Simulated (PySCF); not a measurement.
# C7H12O: the cost of one run

Programs: PySCF 2.14.0, with density-fitted response routines of our own. Each step states its level of theory. These are calculated values for one molecule, in the gas phase or a continuum, unless marked as measured. Atoms are numbered from 0 throughout.

## 1. Starting geometry

20 atoms, charge 0, multiplicity 1; geometry from: GFN2-xTB.

Bonds of the start (Å): C0–C1 1.54, C1–C2 1.54, C2–C3 1.51, C3–C4 1.54, C4–O5 1.43, O5–C6 1.43, C2–C7 1.54, C7–C0 1.54, C6–C3 1.54, C0–H8 1.09, C0–H9 1.09, C1–H10 1.09, C1–H11 1.09, C2–H12 1.09, C3–H13 1.09, C4–H14 1.09, C4–H15 1.09, C6–H16 1.09, C6–H17 1.09, C7–H18 1.09, C7–H19 1.09.

## 2. Optimising the geometry at PBE0-D3(BJ)/def2-SVP

The job: settings as JSON, then the geometry in Å.

```
{"job": {"xc": "PBE0", "basis": "def2-SVP", "d3": "d3bj", "grid": 1, "kind": "geom"}, "charge": 0, "multiplicity": 1}
C      2.440424     0.102386    -0.148618
C      1.309482     1.141105    -0.106926
C      0.314297     0.026512     0.270929
C     -0.953442    -0.052572    -0.552783
C     -1.978842    -1.115935    -0.132122
O     -2.959843    -0.115350     0.147291
C     -2.065957     0.944790    -0.197031
C      1.399753    -1.022421    -0.040412
H      3.046715     0.100031    -1.051759
H      3.098571     0.156975     0.715694
H      1.097069     1.578433    -1.080540
H      1.424107     1.942909     0.619043
H      0.059079     0.048992     1.332306
H     -0.712160    -0.075958    -1.616655
H     -1.714220    -1.685228     0.763897
H     -2.310424    -1.802363    -0.915705
H     -2.452151     1.549498    -1.021702
H     -1.852709     1.590310     0.660175
H      1.226617    -1.535329    -0.984506
H      1.578486    -1.766107     0.732760
```

On the command line:

```bash
$ OMP_NUM_THREADS=1 python probes_run.py task.json out
```

This one command runs all jobs of the session in turn.

**Question.** How long does this first job take on 1 thread of Arm Neoverse V1, shared host, and how much memory does it need?

About 2.4 min, with a peak of 0.7 GiB.
